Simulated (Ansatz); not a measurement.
Run this with the Ansatz DFT code, driven from Python and show what comes out.

`chbrcl2.xyz`
```text
5

Cl   -0.52440    0.11270    1.65620
C     0.08030    0.09290    0.00630
Cl    1.17400   -1.25120   -0.19930
Br   -1.28780   -0.05290   -1.27990
H     0.60790    1.02480   -0.22460
```

`tae_chbrcl2.py`
```python
'''Energy to split CHBrCl2 into its atoms.'''

from collections import Counter

import ansatz as az


def total_energy(molecule, charge=0, unpaired=0):
    calc = molecule.calculation().basis(gaussian='cc-pVDZ').functional('hf')
    if charge:
        calc = calc.charge(charge)
    if unpaired:
        calc = calc.spin('collinear', total=unpaired)
    report = calc.run(threads=1, backend='cpu').report
    if report['published_state_doubts']:
        print('  doubts:', report['published_state_doubts'])
    return report['free_energy_ev']


def main() -> None:
    molecule = az.Crystal.molecule_from_extxyz('chbrcl2.xyz')

    # Hund ground states
    unpaired = {'Cl': 1, 'C': 2, 'Br': 1, 'H': 1}
    counts = Counter(site.symbol for site in molecule.cartesian_sites)
    atom_energy = {s: total_energy(az.Crystal.molecule().atom(s, (0, 0, 0)), 0, unpaired[s]) for s in counts}
    whole = total_energy(molecule, 0, 0)
    for s, e in atom_energy.items():
        print(f'{s:2s} x{counts[s]}  {e:14.5f} eV')
    print(f'CHBrCl2: {whole:.5f} eV')
    split = sum(counts[s] * e for s, e in atom_energy.items()) - whole
    print(f'atomisation energy (no zero-point term): {96.485332 * split:.1f} kJ/mol, {split / sum(counts.values()):.3f} eV an atom')


if __name__ == '__main__':
    main()
```

```console
$ python tae_chbrcl2.py
Cl x2    -12502.84675 eV
C  x1     -1025.50311 eV
Br x1    -69997.70939 eV
H  x1       -13.58606 eV
CHBrCl2: -96051.17735 eV
atomisation energy (no zero-point term): 838.0 kJ/mol, 1.737 eV an atom
```

838.0 kJ/mol from the electronic energies, without the zero-point term.

What to keep in mind:
- These settings explore the input space; basis and method may be short of convergence.
- The geometry is a force-field or estimated start, not a minimum of this method, and the basis set is short of its limit. All parts are taken at fixed geometry, without zero-point energy.
- Hartree-Fock leaves correlation out, so bond, atomisation and ionisation energies come out well too low.
- For Al to Cl the sets with a tight d function, cc-pV(X+d)Z, are usual.
- The spin-orbit lowering of heavy atoms is left out.
- Run time: 2.1 s on 1 thread of Arm Neoverse V2, on a shared host, peak memory 0.22 GiB.
